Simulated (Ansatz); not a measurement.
**TiH (doublet): wave-function methods side by side, def2-TZVPP**

The task here is to estimate one member of a computed series from the others.

Computed with Ansatz 0.2.0, Gaussian basis. Level: def2-TZVPP, core rule «outside noble gas», up to 9 orbitals frozen.

The runs, in order: UHF; CCSD(T) on ROHF; CCSD(T) on UHF; CISD; CCSDT(Q) on ROHF; CCSDT(Q) on UHF.

17 further runs of the same task are left out: 8 for a known fault of the program, 2 that didn't finish, 7 set aside as unsound or not needed.

## The geometry

The geometry is a PBE0/def2-TZVP stationary point (not a proven minimum).

2 atoms, charge 0, spin multiplicity 2.

Atoms are counted from 1 here; the program's logs count them from 0.

Bond lengths: Ti1–H2 1.757 Å.

Set-up of the first run:

The input, in.yaml:

```yaml
crystal:
  periodic: [false, false, false]
  atoms:
    - {symbol: Ti, position_ang: [0.000000, 0.000000, 0.000000]}
    - {symbol: H, position_ang: [0.000000, 0.000000, 1.756681]}
basis:
  gaussian: {orbitals: def2-TZVPP}
magnetization: {spin_polarized: true, initial_magnetization: 1}
hamiltonian: {xc: hf}
output: {orbitals: {seedname: orbitals}}
```

Command:

```console
$ ansatz run in.yaml --threads 1 --pin off --events-out ev --progress --plain --max-ram 2816MiB --backend cpu
```

Steps of the session up to this table: UHF; CCSD(T) on ROHF; CCSD(T) on UHF; CISD; CCSDT(Q) on ROHF; CCSDT(Q) on UHF.

One table of the session follows, with a row left open; its other results are not shown here.

| method | from RCCSDT(Q) (meV) |
| --- | --- |
| ROHF | ? |
| UHF | +1847.0 |
| RMP2 | +979.1 |
| UMP2 | +491.5 |
| CISD | +372.1 |
| RCCSD | +189.1 |
| UCCSD | -34.5 |
| RCCSD(T) | +53.4 |
| UCCSD(T) | -118.5 |
| RCCSDT | +8.3 |
| UCCSDT | -233.5 |
| RCCSDT(Q) | 0 |
| UCCSDT(Q) | -249.9 |

Q: Estimate the row for ROHF from the others.

**Answer.** from RCCSDT(Q) (meV): +3251.0. In the column «from RCCSDT(Q) (meV)» it is the highest.

The program flags UCCSD(T), UCCSDT(Q) as in doubt (see the logs), so those rows may rest on another solution; read them beside their warnings.

Caveats from the session: The determinant is far from a pure spin state, so its energy mixes those of several spin states (harmless only where they are near-degenerate, as at dissociation). The program flags UCCSD(T), UCCSDT(Q) as in doubt, so those rows may rest on another solution; read them beside their warnings. Warnings: spin contamination; large T1 diagnostic. Restricted and unrestricted rows rest on different reference determinants; where their highest levels disagree by more than a few hundredths of an eV, they describe different states and don't form one ladder.
